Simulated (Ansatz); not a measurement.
This script drives the Python package of Ansatz (0.2.0).

`bend_ch3albro.py`:
```python
# -*- coding: utf-8 -*-
import logging
import sys

import ansatz as az
from ase import Atoms

logging.basicConfig(stream=sys.stdout, format="%(levelname)s %(message)s")
log = logging.getLogger("calc")
log.setLevel(logging.INFO)


def main():
    atoms = Atoms(["C", "O", "Al", "Br", "H", "H", "H"], positions=[
        [-0.2459, 0.4399, -0.7843],
        [-0.2214, -0.8859, -0.4904],
        [-0.3313, -1.1123, 1.3351],
        [1.7722, -1.0878, 2.6274],
        [0.5662, 1.0373, -0.3794],
        [-1.2616, 0.9365, -0.46],
        [-0.217, 0.6043, -1.8941],
    ])

    first = (
        az.Crystal.molecule_from_ase(atoms).calculation()
        .basis(gaussian="def2-SVP")
        .functional("cam_b3lyp")
        .spin("collinear", total=1)
        .scf(lower_state_search="off")
        .relax(force_tolerance=0.02, max_steps=80)
    )
    atoms.positions = first.run().report["positions_ang"]

    rows = []
    for angle in [85, 95, 105, 115, 125, 140, 160]:
        bent = atoms.copy()
        bent.set_angle(0, 1, 2, angle, indices=[2, 3])
        base = (
            az.Crystal.molecule_from_ase(bent).calculation()
            .basis(gaussian="def2-SVP")
            .functional("cam_b3lyp")
            .spin("collinear", total=1)
            .scf(lower_state_search="off")
        )
        rows.append((angle, base.run().report["free_energy_ev"]))
    floor = min(e for _, e in rows)
    for angle, e in rows:
        log.info(f"angle C0-O1-Al2 = {angle:3d} deg   {1000 * (e - floor):9.1f} meV")


if __name__ == "__main__":
    main()
```

It is started by `python bend_ch3albro.py`. How long does it take on 1 thread of Arm Neoverse V2, with other jobs on the host, and how much memory does it need?

It took about 97 s, with a peak of 0.34 GiB, for 8 runs of the engine.

```console
$ python bend_ch3albro.py
INFO angle C0-O1-Al2 =  85 deg      3072.8 meV
INFO angle C0-O1-Al2 =  95 deg      1455.9 meV
INFO angle C0-O1-Al2 = 105 deg       627.6 meV
INFO angle C0-O1-Al2 = 115 deg       244.0 meV
INFO angle C0-O1-Al2 = 125 deg        78.3 meV
INFO angle C0-O1-Al2 = 140 deg         0.0 meV
INFO angle C0-O1-Al2 = 160 deg         0.4 meV
```

Reading the output:
- The settings weren't tested for convergence.
- The scan is rigid, and the energies are electronic, in a modest basis. The zero is the lowest point of the grid, which needn't be the minimum.
- The species is open-shell (spin multiplicity 2).
